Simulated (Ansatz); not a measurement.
**TaC (sextet): wave-function methods side by side, def2-QZVPP**

An exercise on one series of results from a longer session: the logs are not shown, and one member is left open.

Program: Ansatz 0.2.0, Gaussian basis. Level of theory: def2-QZVPP, core rule «outside noble gas», up to 5 orbitals frozen. These are calculated values, not measurements.

Plan: UHF; ROHF; CCSD(T) on UHF.

## The system

The geometry is a PBE0/def2-TZVP stationary point (not a proven minimum). No spin-orbit coupling is included. Elements past krypton take def2 core potentials.

2 atoms, charge 0, spin multiplicity 6.

Atoms are counted from 1 here; the program's logs count them from 0.

Bond lengths: Ta1–C2 1.984 Å.

Coordinates:

```
Ta    0.0000    0.0000    0.0000
C     0.0000    0.0000    1.9838
```

The first run:

in.yaml reads:

```yaml
crystal:
  periodic: [false, false, false]
  atoms:
    - {symbol: Ta, position_ang: [0.000000, 0.000000, 0.000000]}
    - {symbol: C, position_ang: [0.000000, 0.000000, 1.983800]}
basis:
  gaussian: {orbitals: "def2-QZVPP.json"}
magnetization: {spin_polarized: true, initial_magnetization: 5}
hamiltonian: {xc: hf}
output: {orbitals: {seedname: orbitals}}
```

Command:

```console
$ ansatz run in.yaml --threads 1 --pin off --events-out ev --progress --plain --max-ram 4096MiB --backend cpu
```

Steps of the session up to this table: UHF; ROHF; CCSD(T) on UHF.

One table of the session follows, with a row left open; its other results are not shown here.

| method | from UCCSD(T) (kJ/mol) |
| --- | --- |
| ROHF | +666.6 |
| UMP2 | +81.4 |
| UCCSD | ? |
| UCCSD(T) | 0 |

Q: Estimate the row for UCCSD from the others.

The run gave: from UCCSD(T) (kJ/mol): +44.2. In the column «from UCCSD(T) (kJ/mol)» it lies between UCCSD(T) (0) and UMP2 (+81.4).

Left out of the table: UHF (another determinant or state than the rows shown).

Limits of these values: The determinant of HF (⟨S²⟩ 9.42) is far from a pure spin state, so its energy mixes those of several spin states; that is harmless only where they are near-degenerate. Warnings: spin contamination; coupled cluster took another determinant than the lowest.
